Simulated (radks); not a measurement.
**Valence configurations of N⁺**

An exercise on one series of results from a longer session: the logs are not shown, and one member is left open.

The numbers are computed with radks (a radial shooting solver on a logarithmic mesh, Libxc functionals) version 1 (scalar-relativistic Kohn-Sham, PBE, spin-polarised, spherical densities, finite nucleus; open shells are filled with parallel spins first), except any that are marked as measured or tabulated.

**What is computed**

- element: nitrogen (Z = 7)
- charge: +1
- electrons: 6
- configuration: [He] 2s2 2p2
- nuclear rms radius: 2.5582 fm
- others tried: 2p4; 2s1 2p3; 2s0.5 2p3.5; 2s1.5 2p2.5

Outer shells as boxes (Hund's rule):

N⁺
```
[He] core
2s [↑↓]
2p [↑ ][↑ ][  ]
```

Set-up of the first run:

Input:

```text
Z 7
configuration [He] 2s2 2p2
relativity scalar-relativistic
functional pbe,pbe
spin polarised
nucleus finite rms 2.5582 fm
c 137.035999084
```

Command:

```sh
> python run_ks.py task.json out
```

The same process makes all the runs of this session.

Steps of the session up to this table: [He] 2s2 2p2.

One of the session's tables, all rows but one given; the rest of the session is left out.

It belongs to the step «[He] 2s2 2p2». Radial moments (bohr):

| level | <r> | outermost maximum (interpolated) | 90 % within |
| --- | --- | --- | --- |
| 1s up | 0.2300 | 0.148 | 0.412 |
| 1s down | ? | ? | ? |
| 2s up | 1.232 | 0.983 | 1.94 |
| 2s down | 1.267 | 0.996 | 2.01 |
| 2p up | 1.252 | 0.909 | 2.10 |
| 2p down | 1.320 | 0.933 | 2.25 |

**Question.** Estimate the row for 1s down.

As computed: <r>: 0.2293; outermost maximum (interpolated): 0.148; 90 % within: 0.411. In the column «<r>» it is the lowest.
